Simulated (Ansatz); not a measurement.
# Ti3Al5: a trial structure relaxed

Where does Ti3Al5 go from the start given, structure listed in a database for this formula (Pmmm, No. 47)?

Method: DFT r2SCAN, scalar-relativistic, plane waves, PAW, in Ansatz 0.2.0.

## 1. The structure to begin with

Symmetry: Pmmm, No. 47, orthorhombic system. Conventional cell: a = 3.901 Å, b = 4.014 Å, c = 8.083 Å, α = 90.00°, β = 90.00°, γ = 90.00°. Ti (site symmetry mm2) is surrounded by 10 Al at 2.72 to 2.94 Å and 2 Ti at 2.90 Å. Ti (site symmetry mmm) is surrounded by 8 Al at 2.80 Å and 4 Ti at 2.90 Å. Al (site symmetry mmm) is surrounded by 4 Al at 2.76 Å and 8 Ti at 2.80 to 2.94 Å. Al (site symmetry mmm) is surrounded by 4 Ti at 2.76 Å and 8 Al at 2.80 to 2.85 Å. Al (site symmetry mmm) is surrounded by 4 Ti at 2.72 Å and 8 Al at 2.80 to 2.89 Å. Around Al (site symmetry mm2) lie 6 Al at 2.76 to 2.89 Å and 6 Ti at 2.80 Å.

As a file:

```xyz
8
Lattice="3.9010 0.0000 0.0000 0.0000 4.0139 0.0000 0.0000 0.0000 8.0833" Properties=species:S:1:pos:R:3 pbc="T T T"
Ti    0.0000    2.0070    2.1426
Ti    0.0000    2.0070    5.9407
Ti    1.9505    2.0070    0.0000
Al    0.0000    0.0000    0.0000
Al    0.0000    0.0000    4.0416
Al    1.9505    2.0070    4.0416
Al    1.9505    0.0000    1.9580
Al    1.9505    0.0000    6.1252
```

## 2. A first look at the start

input.yaml reads:

```yaml
crystal:
  lattice:
    - [3.90101378, 0.0, 0.0]
    - [0.0, 4.01393894, 0.0]
    - [0.0, 0.0, 8.0832905]
  atoms:
    - { symbol: Ti, position: [0.0, 0.5, 0.26506523] }
    - { symbol: Ti, position: [0.0, 0.5, 0.73493477] }
    - { symbol: Ti, position: [0.5, 0.5, 0.0] }
    - { symbol: Al, position: [0.0, 0.0, 0.0] }
    - { symbol: Al, position: [0.0, 0.0, 0.5] }
    - { symbol: Al, position: [0.5, 0.5, 0.5] }
    - { symbol: Al, position: [0.5, 0.0, 0.24223368] }
    - { symbol: Al, position: [0.5, 0.0, 0.75776632] }
basis:
  ecutwfc: 500
kpoints:
  mp_grid: { grid: [6, 4, 2] }
hamiltonian:
  xc: r2scan
scf:
  occupations: { method: gaussian, width: 0.1 }
  lower_state_search: "off"
output:
  forces: true
  stress: true
  eigenvalues: true
```

On the command line:

```console
> ansatz run input.yaml --threads 1 --pin off --max-ram 2560MiB --backend cpu --events-out ev --progress --plain --runs-dir out
```

The program printed (excerpt; [...] marks lines left out):

```text
[...]
SCF converged after 8 iterations
Free energy (F): -10218.773858 eV
[...]
E sigma→0 (E₀):  -10218.756327 eV
Entropy (-TS):   -0.035063 eV (-4.383 meV/atom)
Fermi energy:    10.590847 eV
[...]
--- Forces (eV/Å), atoms counted from 1 ---
  atom   1  Ti     0.00000000     0.00000000    -0.01030439
  atom   2  Ti    -0.00000000     0.00000000     0.01030439
  atom   3  Ti     0.00000000     0.00000000    -0.00000000
  atom   4  Al    -0.00000000     0.00000000     0.00000000
  atom   5  Al    -0.00000000     0.00000000     0.00000000
  atom   6  Al    -0.00000000     0.00000000     0.00000000
  atom   7  Al     0.00000000     0.00000000     0.01544188
  atom   8  Al    -0.00000000     0.00000000    -0.01544188
[...]
--- Stress (GPa, compression-positive) ---
       -0.118808       0.000000       0.000000
        0.000000       0.211618      -0.000000
        0.000000      -0.000000       0.462199
  P = ⅓ Tr σ = 0.1850 GPa (1.850 kbar)
--- Band table (eV; the first three rows and the last of 24) ---
[...]
```

Wall time 8.8 s (1 thread of Intel Xeon 6975P-C (Granite Rapids), shared host); peak memory 0.69 GiB.

The probe gives pressure 0.2 GPa, largest force 0.02 eV/Å, gap on this mesh none (metal). By this gap the next run takes a mesh of 10×10×6.

## 3. Full relaxation

Edit input.yaml of step 2 so:

```diff
@@ -17,3 +17,3 @@
 kpoints:
-  mp_grid: { grid: [6, 4, 2] }
+  mp_grid: { grid: [10, 10, 6] }
 hamiltonian:
@@ -22,3 +22,2 @@
   occupations: { method: gaussian, width: 0.1 }
-  lower_state_search: "off"
 output:
@@ -27 +26,10 @@
   eigenvalues: true
+  write_density: true
+  write_potential: true
+  elf: true
+  volumetric_format: npy
+relax:
+  adjacent_minimum: "off"
+  f_tol: 0.01
+  max_steps: 80
+  cell: { stress_tol: 0.05 }
```

On the command line:

```console
> ansatz run input.yaml --threads 1 --pin off --max-ram 2560MiB --backend cpu --events-out ev --progress --plain --runs-dir out
```

The program printed (excerpt; [...] marks lines left out):

```text
Warning: RAYON_NUM_THREADS=1 ignored (pool sized by the plan → 1); use --threads N
[...]
Pseudopotentials: kind: paw
Pseudopotential: Ti, paw, valence charge 12, recommended cutoff 500 eV (meta_gga), Ti.paw.azcp
Pseudopotential: Al, paw, valence charge 3, recommended cutoff 500 eV (meta_gga), Al.paw.azcp
Functional definition: r2SCAN
[...]
Crystal: 8 atoms, lattice volume = 126.572 Å³
Basis set: ecut = 500 eV, 3201 PW (Γ), exchange–correlation on 120×120×240 points (64 copies of the dense FFT grid, shifted against one another)
Bands: 34, of which v1, the nominal top of the filled ones, is band 26 counted from 1 (25 counted from 0)
Symmetry: 8 space group operations
Space group: Pmmm (ITA 47), of the structure as read, at distance tolerance 5.0e-5 Å
k-points: 144 of 600
[...]
--- Relaxed structure (3 steps of the walk, 3 accepted, 1 SCFs on fresh bases) ---
  F+E_penalty+E_count = -10218.82459329 eV   max|allowed force component| = 5.864e-4 eV/Å   (the final SCF, on the basis selected at the relaxed cell)
  cell:  # Å, volume = 126.6690 Å³
    - [3.9016290118789683, 9.352316083135516e-35, -1.7956446879620193e-33]
    - [9.623043604138699e-35, 4.022722810335662, 4.811521802069349e-36]
    - [-3.720755287252242e-33, 9.689466893886047e-36, 8.07057068844345]
  atoms:
    - { symbol: Ti, position: [-1.3338996312863623e-34, 0.5, 0.2648736037094837] }
    - { symbol: Ti, position: [-9.019122566252988e-35, 0.5, 0.7351263962905162] }
    - { symbol: Ti, position: [0.5, 0.5, -1.7869547782433742e-35] }
    - { symbol: Al, position: [2.4558132706125844e-34, -1.0295115178936058e-84, 0.0] }
    - { symbol: Al, position: [2.0704417210492216e-35, -1.6704779438076223e-52, 0.5] }
    - { symbol: Al, position: [0.5, 0.5, 0.5] }
    - { symbol: Al, position: [0.5, -2.5057169157114334e-51, 0.24233263645583367] }
    - { symbol: Al, position: [0.5, -2.3386691213306712e-51, 0.7576673635441665] }
```

Run time: 2.5 min. Hardware: 1 thread of Intel Xeon 6975P-C (Granite Rapids), shared host; peak memory 1 GiB.

Relaxation path:

```
step  E - E(step 1) (eV/cell)  largest force component (eV/Å)  pressure (GPa)  volume (Å³)
   1                   0.0000                          0.0116            0.08       126.57
   2                  -0.0003                          0.0078           -0.01       126.68
   3                  -0.0004                          0.0006            0.00       126.67
   4                  -0.0004                          0.0006            0.00       126.67
```

Step 1 is the start. Step 4 repeats the geometry before it on a plane-wave basis chosen anew for that cell, so its energy need not be comparable with the rows above.

|  | before | after | change |
| --- | --- | --- | --- |
| a (Å) | 3.901 | 3.902 | 0.0 % |
| b (Å) | 4.014 | 4.023 | +0.2 % |
| c (Å) | 8.083 | 8.071 | -0.2 % |
| volume (Å³/atom) | 15.82 | 15.83 | +0.1 % |
| shortest distance (Å) | 2.722 | 2.722 | 0.0 % |
| space group (0.01 Å) | Pmmm | Pmmm | same |

The run keeps the 8 symmetry operations of the start, so it could not have lowered the symmetry.

Density in a lattice plane of the grid's cell (edges 3.90 and 8.07 Å, at 0.500 of the third edge), which holds Ti and Al.

Ten even steps from ' ' (0.06 e/Å³) to '@' (10.09 e/Å³):
```
        ..==**==..      
                        
                        
==--                  --
@@##::              ::##
%%**..              ..**
::..                  ..
                        
                        
                        
                        
                        
::..                  ..
%%**..              ..**
@@##::              ::##
==--                  --
                        
                        
        ..==**==..      
        ::##@@##::      
```
Columns run along the first of these edges and rows up along the second, over one cell in 12 and 20 even steps from the bottom left corner. Atoms in the plane (fractional): Ti at (1.00, 0.26), Ti at (1.00, 0.74), Ti at (0.50, 1.00), Al at (0.50, 0.50).

ELF in the same plane.

Values, 12 rows by 6 columns:
```
0.30 0.30 0.33 0.48 0.33 0.30
0.33 0.22 0.37 0.22 0.37 0.22
0.06 0.51 0.16 0.50 0.16 0.51
0.56 0.40 0.30 0.56 0.30 0.40
0.09 0.35 0.53 0.22 0.53 0.35
0.42 0.63 0.24 0.15 0.24 0.63
0.09 0.35 0.53 0.22 0.53 0.35
0.56 0.40 0.30 0.56 0.30 0.40
0.06 0.51 0.16 0.50 0.16 0.51
0.33 0.22 0.37 0.22 0.37 0.22
0.30 0.30 0.33 0.48 0.33 0.30
0.54 0.14 0.50 0.00 0.50 0.14
```
Columns run along the first of these edges and rows up along the second, over one cell in 6 and 12 even steps from the bottom left corner. Atoms in the plane (fractional): Ti at (1.00, 0.26), Ti at (1.00, 0.74), Ti at (0.50, 1.00), Al at (0.50, 0.50).

Both are smooth fields of the valence electrons: close to the nuclei they are not physical.

The highest ELF values outside the cores: 0.75 beside Al, off the lines to its neighbours, 1.1 Å from Al; 0.74 on the Al–Al line, 1.2 Å from Al.

## 4. Results

Formation energies count from the elements, computed with the same settings in runs not shown here.

```
                          quantity                                                                      value
                              cell  a = 3.902 Å, b = 4.023 Å, c = 8.071 Å, α = 90.00°, β = 90.00°, γ = 90.00°
                       space group                                                              Pmmm (No. 47)
                            volume                                                              15.83 Å³/atom
                   gap on the mesh                                                               none (metal)
formation energy from the elements                                                             -0.456 eV/atom
```

In words: The space group stayed Pmmm, and from the first guess the volume went from 15.82 to 15.83 Å³/atom. With -0.46 eV/atom it lies under the elements, which doesn't yet make it stable against other compounds of them.
